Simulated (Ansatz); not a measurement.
# Sm2MgH: the cost of one run

Program: Ansatz 0.2.0. Level of theory: DFT PBE, scalar-relativistic, plane waves, PAW; 4f electrons in the core of a trivalent norm-conserving potential. These are calculated values, not measurements.

### Step 1. Starting point

Symmetry: P4/mmm, No. 123, tetragonal system. Conventional cell: a = 3.415 Å, b = 3.415 Å, c = 7.964 Å, α = 90.00°, β = 90.00°, γ = 90.00°. Around Sm (site symmetry 4mm) lie 1 H at 2.34 Å. Mg (site symmetry 4/mmm) has 8 Sm at 2.92 Å in its first shell of neighbours. H (site symmetry 4/mmm) has 2 Sm at 2.34 Å in its first shell of neighbours.

As a file:

```
Sm Mg H
1.0
     3.41475    0.00000    0.00000
     0.00000    3.41475    0.00000
     0.00000    0.00000    7.96398
Sm Mg H
2 1 1
Direct
  0.00000 0.00000 0.79439
  0.00000 0.00000 0.20561
  0.50000 0.50000 0.00000
  0.00000 0.00000 0.50000
```

Recipe of the guess: random cell by space group and Wyckoff sites (P4/mmm, No. 123). Lengths come from tabulated atomic sizes and are only a guess.

### Step 2. The guess as it stands, on a coarse mesh

The input, input.yaml:

```yaml
crystal:
  lattice:
    - [3.41475251, 0.0, 0.0]
    - [0.0, 3.41475251, 0.0]
    - [0.0, 0.0, 7.96397658]
  atoms:
    - { symbol: Sm, position: [0.0, 0.0, 0.7943877] }
    - { symbol: Sm, position: [0.0, 0.0, 0.2056123] }
    - { symbol: Mg, position: [0.5, 0.5, 0.0] }
    - { symbol: H, position: [0.0, 0.0, 0.5] }
basis:
  ecutwfc: 690
kpoints:
  mp_grid: { grid: [6, 6, 2] }
hamiltonian:
  xc: pbe
  pseudopotentials:
    kind: paw
    azcp: { Sm: "pseudopotentials/pbe/nc/lanthanide_3plus/Sm.nc.azcp" }
scf:
  occupations: { method: gaussian, width: 0.1 }
  lower_state_search: "off"
output:
  forces: true
  stress: true
  eigenvalues: true
```

The run is started by

```bash
$ ansatz run input.yaml --threads 1 --pin off --max-ram 2560MiB --backend cpu --events-out ev --progress --plain --runs-dir out
```

**Question.** How long does this run take on 1 thread of Intel Xeon at 2.50GHz (Skylake/Cascade Lake), shared host, and how much memory does it need?

About 10 s, with a peak of 0.39 GiB.
